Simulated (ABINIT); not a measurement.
Runs of ABINIT 10.8.3 (patched build) on Si2Te. The structure is hexagonal, space group P6/mmm (No. 191). Conventional cell: a = 4.170 Å, b = 4.170 Å, c = 4.263 Å, α = 90.00°, β = 90.00°, γ = 120.00°. Si (site symmetry -6m2) has 3 Si at 2.41 Å as nearest neighbours. Te (site symmetry 6/mmm) has 12 Si at 3.22 Å as nearest neighbours. The cell was built by a generator and needn't be a form met in nature.

```tsv
level	potentials or basis	cutoff (eV)	gap on the mesh (eV)	pressure (GPa)
PW91	SPMS NC PBE v1.0	707	none	0.6
PBE	SG15 NC PBE v1.2	816	none	0.2
PW91	SG15 NC PBE v1.2	707	none	0.4
PBE	PseudoDojo NC SR PBE v0.4.1 standard	952	none	(a)
```

Alike in all rows: task single point; no spin polarisation; cell as given; k mesh 5 × 5 × 4; smearing fermi-dirac 0.05 eV; the mesh is coarse, so values aren't converged.

Question: Estimate the missing entries.

Answer: (a) 0.0.

Caveats: all runs use coarse meshes; this build's PW91 may differ from other programs' (some runs); the potentials were made for another functional, which shifts forces and pressure (some runs).

A k mesh can miss the band edges, and the runs leave out spin-orbit coupling on Te.

A gap of «none» marks a metal or a gap under the smearing width.

Not every run made on this cell is shown here.
